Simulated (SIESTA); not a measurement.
# Ba2Tl5V3O12 under changes of volume

One of the cells (30.468 Å³/atom); the others are scaled copies at fixed shape and fractional positions:

```
Ba V Tl O
1.0
    10.00246    0.00000    0.00000
     0.00000   10.00246    0.00000
     0.00000    0.00000    6.69960
Ba V Tl O
2 3 5 12
Direct
  0.00000 0.50000 0.00000
  0.50000 0.00000 0.00000
  0.50000 0.50000 0.00000
  0.50000 0.00000 0.50000
  0.00000 0.50000 0.50000
  0.00000 0.00000 0.50000
  0.67321 0.32679 0.46014
  0.32679 0.67321 0.46014
  0.67321 0.67321 0.53986
  0.32679 0.32679 0.53986
  0.39848 0.60152 0.14652
  0.60152 0.39848 0.14652
  0.60152 0.60152 0.85348
  0.39848 0.39848 0.85348
  0.59959 0.09072 0.33579
  0.40041 0.09072 0.66421
  0.59959 0.90928 0.66421
  0.40041 0.90928 0.33579
  0.09072 0.59959 0.33579
  0.09072 0.40041 0.66421
  0.90928 0.59959 0.66421
  0.90928 0.40041 0.33579
```

The cell was built by a generator and needn't be a form met in nature.

* Program: SIESTA 5.4.2
* Functional: PBE
* Potentials or basis: PseudoDojo 0.4 standard (PBE files)
* Basis: DZP (energy shift 0.003 Ry; two zetas on semicore shells; d shell added on Ba)
* Grid cutoff: 800 Ry
* Energy shift: 0.003 Ry
* k mesh: 3 × 3 × 4
* Occupations: fermi-dirac, width 0.05 eV
* Spin: collinear spin, ferromagnetic start
* Starting moments: [0.0, 0.0, 2.0, 2.0, 2.0, 0.0, 0.0, 0.0, 0.0, 0.0, 0.0, 0.0, 0.0, 0.0, 0.0, 0.0, 0.0, 0.0, 0.0, 0.0, 0.0, 0.0] μB

```csv
volume (Å³/atom),energy over the lowest point (meV/atom),pressure (GPa),gap on the mesh (eV),largest force (eV/Å)
28.078,34.26,4.9,0.52,1.627
28.675,18.61,3.5,0.50,1.177
29.273,8.00,2.2,0.47,0.764
30.468,0.00,0.0,0.42,0.215
31.065,1.76,-0.9,0.40,0.481
31.662,?,?,?,?
```

Problem. What does the run at 31.662 Å³/atom give?

Solution. Energy over the lowest point 6.87 meV/atom; pressure -1.8 GPa; gap on the mesh 0.38 eV; largest force 0.746 eV/Å.

Worked out: A Birch-Murnaghan fit of order 3 (a polynomial in V^(-2/3)) to the other rows has its minimum at 30.47 Å³/atom with B0 = V·E''(V) = 51 GPa and B' = 4.2 at fixed shape and positions, which overstates the stiffness. It gives 6.86 meV/atom at 31.662 Å³/atom, against the run's 6.87, and -dE/dV = -1.8 GPa, against -1.8. A straight line through the other rows of the gap, of slope -1.22 eV per unit of ln V, extrapolates to 0.38 eV, against the run's 0.38.

Energies are extrapolated to zero smearing.

Caveats: this set's barium file shifts pressures by up to 1 GPa against other sets; spin-orbit coupling is left out, which as a rule narrows the gap of such compounds by several tenths of an eV; an odd mesh through Γ misses points on the zone boundary, where band edges often lie; the basis of atomic orbitals isn't converged, which shifts pressures, moduli and gaps; forces of over 1 eV/Å show positions far from the minimum, so gaps and moduli don't describe the material at rest (some runs).
